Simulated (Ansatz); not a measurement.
**C₂H₅AlO₂: a ladder of functionals and wavefunction methods**

One table from this session's results is given with a row withheld; the runs are named, their logs left out.

Method: functionals in def2-TZVPP, the program's frozen cores in correlated methods; program: Ansatz 0.2.0, Gaussian basis.

Plan: PBE-D4, r2SCAN-D4, PBE0-D4, B3LYP-D4, ωB97X-V, ωB97M-V, B2PLYP; CCSD(T)/def2-TZVPP; MP2/def2-QZVPP; extrapolation to the limit.

### Structure used throughout

The geometry comes from an earlier relaxation with PBE0-D4 in a triple-zeta def2 set; it is a stationary point, not always the lowest conformer.

10 atoms, charge 0, spin multiplicity 1.

Atoms are counted from 1 here; the program's logs count them from 0.

Bond lengths: C1–Al2 1.944 Å, C1–H6 1.095 Å, C1–H7 1.093 Å, C1–H8 1.094 Å, Al2–C3 1.954 Å, Al2–O4 1.940 Å, Al2–H9 1.581 Å, C3–O4 1.262 Å, C3–O5 1.304 Å, O5–H10 0.976 Å. Angles: Al2–C1–H6 111.0°, Al2–C1–H7 112.4°, Al2–C1–H8 111.1°, H6–C1–H7 107.6°, H6–C1–H8 106.7°, H7–C1–H8 107.9°, C1–Al2–C3 118.7°, C1–Al2–O4 115.2°, C1–Al2–H9 125.1°, C3–Al2–O4 37.8°, C3–Al2–H9 115.5°, O4–Al2–H9 112.4°, Al2–C3–O4 70.5°, Al2–C3–O5 169.9°, O4–C3–O5 119.6°, Al2–O4–C3 71.7°, C3–O5–H10 108.7°.

Coordinates:

```
C    -1.7937    0.0294    0.3142
Al    0.0169   -0.6361    0.5583
C     1.4165   -0.0134   -0.6545
O     1.4167    0.6963    0.3895
O     2.2773    0.2341   -1.6017
H    -2.4335   -0.7339   -0.1401
H    -1.8286    0.9141   -0.3264
H    -2.2496    0.2920    1.2740
H     0.4281   -1.8229    1.5190
H     2.8331    0.9892   -1.3293
```

Set-up of the first run:

in.yaml

```yaml
crystal:
  periodic: [false, false, false]
  atoms:
    - {symbol: C, position_ang: [-1.793713, 0.029436, 0.314195]}
    - {symbol: Al, position_ang: [0.016917, -0.636117, 0.558291]}
    - {symbol: C, position_ang: [1.416509, -0.013403, -0.654453]}
    - {symbol: O, position_ang: [1.416731, 0.696273, 0.389460]}
    - {symbol: O, position_ang: [2.277259, 0.234136, -1.601650]}
    - {symbol: H, position_ang: [-2.433537, -0.733910, -0.140069]}
    - {symbol: H, position_ang: [-1.828577, 0.914112, -0.326388]}
    - {symbol: H, position_ang: [-2.249595, 0.291960, 1.273964]}
    - {symbol: H, position_ang: [0.428102, -1.822910, 1.519045]}
    - {symbol: H, position_ang: [2.833100, 0.989222, -1.329296]}
basis:
  gaussian: {orbitals: def2-TZVPP}
hamiltonian: {xc: pbe, dispersion: d4}
output: {forces: true, orbitals: {seedname: orbitals}}
```

Launch:

```
ansatz run in.yaml --threads 4 --pin off --events-out ev --progress --plain --max-ram 10444MiB
```

Among the steps run: PBE-D4 (GGA); r2SCAN-D4 (meta-GGA); PBE0-D4 (hybrid); B3LYP-D4 (hybrid); ωB97X-V (range-separated); ωB97M-V (range-separated); B2PLYP (double hybrid); CCSD(T) in def2-TZVPP; MP2 in def2-QZVPP.

One table of the session follows, with a row left open; its other results are not shown here.

It belongs to the step «Atomisation energies». 

```
            method  atomisation energy (kJ/mol)
            PBE-D4                       3915.9
         r2SCAN-D4                            ?
           PBE0-D4                       3814.6
          B3LYP-D4                       3805.8
           ωB97X-V                       3830.6
           ωB97M-V                       3837.9
            B2PLYP                       3777.8
     HF/def2-TZVPP                       2694.8
    MP2/def2-TZVPP                       3809.9
   CCSD/def2-TZVPP                       3648.9
CCSD(T)/def2-TZVPP                       3717.6
           MP2/CBS                       3914.4
       CCSD(T)/CBS                       3822.2
```

Q: Estimate the row for r2SCAN-D4 from the others.

**Answer.** atomisation energy (kJ/mol): 3842.8. In the column «atomisation energy (kJ/mol)» it lies between ωB97M-V (3837.9) and MP2/CBS (3914.4).
